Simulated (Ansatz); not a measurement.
# C2H2N2O2Sn: a ladder of functionals and wavefunction methods

One table from this session's results is given with a row withheld; the runs are named, their logs left out.

Computed with Ansatz 0.2.0, Gaussian basis. Level: functionals in def2-TZVPP, the program's frozen cores in correlated methods.

Plan: LDA (SPW92), PBE-D4, revPBE-D4, BLYP-D4, r2SCAN-D4, B97M-V, PBE0-D4, B3LYP-D4, r2SCANh-D4, r2SCAN0-D4, HSE06-D4, BHLYP-D4, CAM-B3LYP-D4, LC-ωPBE, ωB97X-V, ωB97M-V, B2PLYP, PBE-QIDH; CCSD(T)/def2-SVP; CCSD(T)/def2-TZVPP; MP2/def2-QZVPP; extrapolation to the limit; RPA on PBE.

1 further run of the same task is left out (for a known fault of the program). Runs told in other sessions of the task aren't counted.

## The geometry

An earlier PBE0-D4 in a triple-zeta def2 set relaxation fixed the geometry. Sn takes the def2 core potential; no spin-orbit term is included.

9 atoms, charge 0, spin multiplicity 1.

Atoms are counted from 1 here; the program's logs count them from 0.

Bond lengths: O1–C2 1.165 Å, C2–N3 1.203 Å, N3–Sn4 2.008 Å, Sn4–N5 2.010 Å, Sn4–H8 1.689 Å, Sn4–H9 1.695 Å, N5–C6 1.203 Å, C6–O7 1.165 Å. Angles: O1–C2–N3 176.5°, C2–N3–Sn4 137.4°, N3–Sn4–N5 106.1°, N3–Sn4–H8 107.5°, N3–Sn4–H9 107.3°, N5–Sn4–H8 106.6°, N5–Sn4–H9 109.7°, H8–Sn4–H9 119.0°, Sn4–N5–C6 138.5°, N5–C6–O7 176.4°.

Geometry (Å):

```
O    -2.4976   -0.2858    2.0207
C    -1.7839   -0.7667    1.2355
N    -1.0910   -1.3228    0.4243
Sn    0.5780   -0.9211   -0.6180
N     1.1939    0.8918   -0.0051
C     0.9732    2.0486   -0.2509
O     0.8104    3.1868   -0.4397
H     1.7611   -2.0230   -0.1292
H     0.1446   -0.8540   -2.2548
```

The first run:

File in.yaml:

```yaml
crystal:
  periodic: [false, false, false]
  atoms:
    - {symbol: O, position_ang: [-2.497610, -0.285753, 2.020698]}
    - {symbol: C, position_ang: [-1.783940, -0.766671, 1.235508]}
    - {symbol: N, position_ang: [-1.091006, -1.322822, 0.424346]}
    - {symbol: Sn, position_ang: [0.577991, -0.921095, -0.617986]}
    - {symbol: N, position_ang: [1.193925, 0.891767, -0.005103]}
    - {symbol: C, position_ang: [0.973160, 2.048611, -0.250857]}
    - {symbol: O, position_ang: [0.810358, 3.186821, -0.439701]}
    - {symbol: H, position_ang: [1.761054, -2.023049, -0.129195]}
    - {symbol: H, position_ang: [0.144566, -0.854009, -2.254808]}
basis:
  gaussian: {orbitals: def2-TZVPP}
hamiltonian: {xc: lda}
output: {orbitals: {seedname: orbitals}}
```

The run is started by

```console
$ ansatz run in.yaml --threads 4 --pin off --events-out ev --progress --plain --max-ram 11315MiB
```

Among the steps run: LDA; PBE-D4 (GGA); revPBE-D4 (GGA); BLYP-D4 (GGA); r2SCAN-D4 (meta-GGA); B97M-V (meta-GGA); PBE0-D4 (hybrid); B3LYP-D4 (hybrid); r2SCANh-D4 (hybrid); r2SCAN0-D4 (hybrid); HSE06-D4 (hybrid); BHLYP-D4 (hybrid); CAM-B3LYP-D4 (range-separated); LC-ωPBE (range-separated); ωB97X-V (range-separated); ωB97M-V (range-separated); B2PLYP (double hybrid); PBE-QIDH (double hybrid).

One table of the session follows, with a row left open; its other results are not shown here.

It belongs to the step «Frontier levels by functional». 

| functional | HOMO (eV) | gap (eV) |
| --- | --- | --- |
| LDA (SPW92) | -7.42 | 5.14 |
| PBE-D4 | -7.21 | 5.20 |
| revPBE-D4 | -7.14 | 5.21 |
| BLYP-D4 | -7.08 | 5.11 |
| r2SCAN-D4 | -7.52 | 5.80 |
| B97M-V | -7.56 | 5.83 |
| PBE0-D4 | -8.60 | 7.53 |
| B3LYP-D4 | -8.36 | 6.97 |
| r2SCANh-D4 | -8.04 | 6.66 |
| r2SCAN0-D4 | -8.82 | 7.94 |
| HSE06-D4 | -8.20 | 6.75 |
| BHLYP-D4 | ? | ? |
| CAM-B3LYP-D4 | -9.96 | 9.86 |
| LC-ωPBE | -11.28 | 12.40 |
| ωB97X-V | -10.92 | 11.92 |
| ωB97M-V | -10.82 | 11.54 |

**Question.** Estimate the row for BHLYP-D4.

Worked estimate for «HOMO (eV)». Against the share of exact exchange, BLYP-D4 (0, -7.08), B3LYP-D4 (0.2, -8.36) give a slope of -6.40 per unit share; at 0.5 the line stands at -10.28.

The run gave: HOMO (eV): -9.89; gap (eV): 9.73. In «HOMO (eV)» the line misses by -0.39.
